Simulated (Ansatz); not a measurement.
A nudged elastic band was laid between two geometries of a periodic cell of 63 atoms, Mg$_{32}$O$_{31}$ (host MgO, host structure Fm-3m, one O atom removed).

Theory: Ansatz 0.2.0, DFT PBE-D3(BJ), scalar-relativistic, plane waves, PAW. Settings: PAW set soft_1, cutoff 420 eV, k mesh 1x1x1, gaussian smearing 0.05 eV, no spin polarisation.

- movable images: 6
- climbing image: from the first iteration
- spring: 5.0 eV/Å²
- optimiser: quadratic models (default)
- start path: default
- force threshold: 0.05 eV/Å
- iteration limit: 50
- end points: relaxed

Image 0:

```xyz
63
Lattice="8.8224 0.0000 0.0000 0.0000 8.8224 0.0000 0.0000 0.0000 8.8224" Properties=species:S:1:pos:R:3
Mg 4.406 0.002 -0.002
O 6.612 2.202 2.205
Mg 6.606 2.201 -0.002
O -0.005 4.403 2.200
Mg 6.610 -0.004 2.203
O -0.006 2.202 4.410
Mg -0.007 0.015 -0.002
O 2.199 2.202 2.204
Mg 2.205 2.201 0.000
O 4.406 4.407 2.205
Mg 4.407 4.401 -0.002
O 6.608 6.613 2.201
Mg 6.591 6.612 -0.001
O -0.006 0.001 2.200
Mg 2.201 -0.003 2.204
O 4.407 2.202 4.411
Mg 4.407 2.202 2.198
O 6.607 4.402 4.410
Mg 6.612 4.406 2.204
Mg 4.406 0.016 4.410
O 6.612 2.202 6.616
Mg 6.592 2.202 4.410
O -0.006 4.403 6.620
Mg 6.610 -0.004 6.616
O -0.006 2.202 -0.001
Mg -0.006 4.387 -0.001
O 2.205 6.613 2.201
Mg 2.219 6.613 0.000
O 4.407 -0.003 2.205
Mg -0.006 2.201 2.185
O 2.204 4.402 4.410
Mg 2.201 4.406 2.205
O 4.406 6.613 4.410
Mg 4.404 6.613 2.186
O 6.608 0.001 4.411
Mg -0.006 0.075 4.411
O 2.200 2.202 6.616
Mg 2.220 2.200 4.410
O 4.406 4.408 6.616
Mg 4.406 4.387 4.410
O 6.606 6.614 6.620
Mg 6.532 6.612 4.409
O -0.006 0.002 6.621
Mg 2.201 -0.003 6.617
O 4.407 2.203 -0.001
Mg 4.406 2.201 6.621
O 6.612 4.408 -0.001
Mg 6.611 4.407 6.616
O -0.005 6.614 -0.002
Mg -0.005 6.613 2.125
O 2.205 0.001 4.410
Mg -0.005 4.327 4.411
O 2.206 6.614 6.621
Mg 2.279 6.613 4.411
O 4.407 -0.003 6.616
Mg -0.006 2.201 6.636
O 2.200 4.408 -0.001
Mg 2.202 4.406 6.618
O 4.405 6.613 -0.001
Mg 4.406 6.613 6.635
O 6.612 -0.003 -0.001
Mg -0.006 6.612 6.694
O 2.201 -0.003 -0.001
```

Image 7:

```xyz
63
Lattice="8.8224 0.0000 0.0000 0.0000 8.8224 0.0000 0.0000 0.0000 8.8224" Properties=species:S:1:pos:R:3
Mg 4.411 0.000 0.000
O 6.617 2.206 2.206
Mg 6.617 2.206 -0.006
O -0.005 4.406 2.206
Mg 6.617 0.020 2.206
O -0.001 2.206 4.412
Mg 0.000 0.000 0.000
O 2.206 2.206 2.206
Mg 2.206 2.206 -0.020
O 4.416 4.406 2.206
Mg 4.411 4.411 0.000
O 6.617 6.617 2.206
Mg 6.617 6.617 -0.020
O -0.005 0.005 2.206
Mg 2.206 0.083 2.206
O 4.412 2.206 4.412
Mg 4.431 2.206 2.206
O 6.617 4.411 4.412
Mg 6.617 4.391 2.206
Mg 4.411 0.000 4.411
O 6.617 2.206 6.617
Mg 6.617 2.206 4.417
O -0.001 4.411 6.617
Mg 6.617 0.006 6.617
O -0.001 2.206 -0.001
Mg 0.000 4.411 0.000
O -0.005 6.617 4.416
Mg 2.206 6.617 -0.083
O 4.416 0.005 2.206
Mg -0.020 2.206 2.206
O 2.206 4.406 4.416
Mg 2.206 4.328 2.206
O 4.416 6.617 4.416
Mg 4.494 6.617 2.206
O 6.617 0.001 4.412
Mg 0.000 0.000 4.411
O 2.206 2.206 6.617
Mg 2.206 2.206 4.431
O 4.412 4.411 6.617
Mg 4.411 4.411 4.411
O 6.617 6.617 6.617
Mg 6.617 6.617 4.431
O -0.001 0.001 6.617
Mg 2.206 0.020 6.617
O 4.412 2.206 -0.001
Mg 4.417 2.206 6.617
O 6.617 4.411 -0.001
Mg 6.617 4.406 6.617
O -0.005 6.617 -0.005
Mg -0.083 6.617 2.206
O 2.206 0.005 4.416
Mg 0.000 4.411 4.411
O 2.206 6.617 6.617
Mg 2.206 6.617 4.494
O 4.412 0.001 6.617
Mg -0.006 2.206 6.617
O 2.206 4.406 -0.005
Mg 2.206 4.391 6.617
O 4.416 6.617 -0.005
Mg 4.431 6.617 6.617
O 6.617 0.001 -0.001
Mg -0.020 6.617 6.617
O 2.206 0.005 -0.005
```

Q: Which bonds break or form, and what moves?

A: Contacts lost: Mg15–O27, O27–Mg28, O27–Mg32, O27–Mg34. Contacts made: O27–Mg36, O27–Mg42, O27–Mg52, O27–Mg62. The atom that moves furthest is O27, by 3.13 Å; four of its nearest neighbours are Mg34 2.20, Mg28 2.20, Mg15 2.21, Mg32 2.21 Å at the first end and Mg62 2.20, Mg42 2.20, Mg52 2.21, Mg36 2.21 Å at the last.

Q: What energy profile does the band end with?

A: It converged. The highest image is number 3 of 0 to 7, 2.52 eV above the ends, which have the same energy within 2 meV. Neighbouring images differ by up to 1.2 eV, so the band resolves the path poorly. The order of the stationary point at the top wasn't checked. Limits of this set-up: coarse k mesh, no spin, though dangling bonds at a vacancy may carry it.

| image | path coordinate (Å) | energy (eV) | Mg15–O27 (Å) | O27–Mg28 (Å) | O27–Mg32 (Å) |
| --- | --- | --- | --- | --- | --- |
| 0 | 0.00 | 0.00 | 2.21 | 2.20 | 2.21 |
| 1 | 0.57 | 0.53 | 2.21 | 2.65 | 2.21 |
| 2 | 1.14 | 1.76 | 2.38 | 3.13 | 2.39 |
| 3 | 1.70 | 2.52 | 2.68 | 3.61 | 2.68 |
| 4 | 2.13 | 2.06 | 2.97 | 3.97 | 2.97 |
| 5 | 2.56 | 1.10 | 3.28 | 4.33 | 3.28 |
| 6 | 2.99 | 0.31 | 3.59 | 4.68 | 3.59 |
| 7 | 3.42 | 0.00 | 3.87 | 4.86 | 3.87 |

Q: What is the geometry of the highest image?

A: 
```xyz
63
Lattice="8.8224 0.0000 0.0000 0.0000 8.8224 0.0000 0.0000 0.0000 8.8224" Properties=species:S:1:pos:R:3:forces:R:3
Mg 4.396 0.007 0.011 0.00 0.00 0.00
O 6.572 2.203 2.197 0.00 0.00 0.00
Mg 6.599 2.203 -0.020 0.00 0.00 0.00
O -0.057 4.309 2.147 0.00 0.00 0.00
Mg 6.612 0.050 2.197 0.00 0.00 0.00
O -0.003 2.203 4.410 0.00 0.00 0.00
Mg -0.006 0.050 -0.008 0.00 0.00 0.00
O 2.207 2.203 2.201 0.00 0.00 0.00
Mg 2.206 2.203 0.010 0.00 0.00 0.00
O 4.386 4.444 2.215 0.00 0.00 0.00
Mg 4.396 4.400 0.011 0.00 0.00 0.00
O 6.599 6.615 2.192 0.00 0.00 0.00
Mg 6.569 6.615 -0.051 0.00 0.00 0.00
O -0.057 0.098 2.147 0.00 0.00 0.00
Mg 2.143 0.038 2.265 0.00 0.00 0.00
O 4.455 2.203 4.413 0.00 0.00 0.00
Mg 4.398 2.203 2.201 0.00 0.00 0.00
O 6.641 4.444 4.396 0.00 0.00 0.00
Mg 6.612 4.357 2.197 0.00 0.00 0.00
Mg 4.416 0.050 4.413 0.00 0.00 0.00
O 6.625 2.203 6.605 0.00 0.00 0.00
Mg 6.629 2.203 4.409 0.00 0.00 0.00
O 0.012 4.444 6.589 0.00 0.00 0.00
Mg 6.630 0.007 6.600 0.00 0.00 0.00
O -0.006 2.203 -0.047 0.00 0.00 0.00
Mg -0.006 4.357 -0.008 0.00 0.00 0.00
O 1.103 6.615 3.304 0.01 0.00 0.00
Mg 2.227 6.615 -0.124 0.00 0.00 -0.01
O 4.386 -0.037 2.215 0.00 0.00 0.00
Mg -0.033 2.203 2.170 0.00 0.00 0.00
O 2.261 4.309 4.464 0.00 0.00 0.00
Mg 2.143 4.368 2.265 0.00 0.00 0.00
O 4.428 6.615 4.420 0.00 0.00 0.00
Mg 4.532 6.615 2.181 0.01 0.00 0.00
O 6.641 -0.037 4.396 0.00 0.00 0.00
Mg 0.061 0.038 4.346 0.00 0.00 0.00
O 2.211 2.203 6.658 0.00 0.00 0.00
Mg 2.237 2.203 4.440 0.00 0.00 0.00
O 4.421 4.412 6.624 0.00 0.00 0.00
Mg 4.416 4.357 4.413 0.00 0.00 0.00
O 6.622 6.615 6.608 0.00 0.00 0.00
Mg 6.494 6.615 4.430 0.00 0.00 0.00
O 0.012 -0.037 6.589 0.00 0.00 0.00
Mg 2.211 0.050 6.618 0.00 0.00 0.00
O 4.401 2.203 0.006 0.00 0.00 0.00
Mg 4.427 2.203 6.631 0.00 0.00 0.00
O 6.606 4.412 -0.014 0.00 0.00 0.00
Mg 6.630 4.399 6.600 0.00 0.00 0.00
O -0.012 6.615 -0.020 0.00 0.00 0.00
Mg -0.212 6.614 1.992 0.01 0.00 0.00
O 2.261 0.098 4.464 0.00 0.00 0.00
Mg 0.061 4.368 4.346 0.00 0.00 0.00
O 2.216 6.615 6.631 0.00 0.00 0.00
Mg 2.415 6.615 4.619 0.00 0.00 -0.01
O 4.421 -0.005 6.624 0.00 0.00 0.00
Mg -0.002 2.203 6.601 0.00 0.00 0.00
O 2.193 4.444 0.022 0.00 0.00 0.00
Mg 2.211 4.357 6.618 0.00 0.00 0.00
O 4.405 6.615 0.002 0.00 0.00 0.00
Mg 4.459 6.615 6.661 0.00 0.00 0.00
O 6.606 -0.005 -0.014 0.00 0.00 0.00
Mg -0.022 6.615 6.736 0.00 0.00 0.00
O 2.193 -0.037 0.022 0.00 0.00 0.00
```

The band took 7 iterations and of the order of 11 core-minutes.

Time of the run: 3.7 min on 4 threads of Arm Neoverse V1, on a shared host, peak memory 2.8 GiB.
